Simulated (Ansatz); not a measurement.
InAg3 under changes of volume

One of the cells (19.527 Å³/atom); the others are scaled copies at fixed shape and fractional positions:

```
In Ag
1.0
     3.08552    0.00000    0.00000
    -1.54276    2.67214    0.00000
     0.00000    0.00000    9.47326
In Ag
1 3
Direct
  0.00000 0.00000 0.00000
  0.33333 0.66667 0.74681
  0.33333 0.66667 0.25320
  0.00000 0.00000 0.50000
```

The cell comes from a database or a generator and needn't be the stable form of this composition.

```yaml
Program: Ansatz 0.2.0
Functional: PBEsol
Potentials_or_basis: all-electron LAPW, scalar-relativistic
Cutoff: 231 eV (chosen from the basis error)
Basis_error_allowed: 0.001 eV/atom
k_mesh: 10 × 10 × 3
Occupations: fermi-dirac, width 0.05 eV
Spin: no spin polarisation
```

```csv
volume (Å³/atom),energy over the lowest point (meV/atom),pressure (GPa),largest force (eV/Å)
18.355,0.00,-1.2,0.165
18.745,5.20,-3.0,0.170
19.136,14.50,-4.6,0.174
19.527,?,?,?
19.917,43.20,-7.0,0.180
20.308,61.65,-8.0,0.183
20.698,82.33,-8.9,0.186
```

What does the run at 19.527 Å³/atom give?

Energy over the lowest point 27.33 meV/atom; pressure -5.9 GPa; largest force 0.177 eV/Å.

Worked out: A Birch-Murnaghan fit of order 3 (a polynomial in V^(-2/3)) to the other rows has its minimum at 18.12 Å³/atom, just outside them, with B0 = V·E''(V) = 98 GPa and B' = 5.8 at fixed shape and positions, which overstates the stiffness. It gives 27.35 meV/atom at 19.527 Å³/atom, against the run's 27.33, and -dE/dV = -5.9 GPa, against -5.9.

Energies are extrapolated to zero smearing.
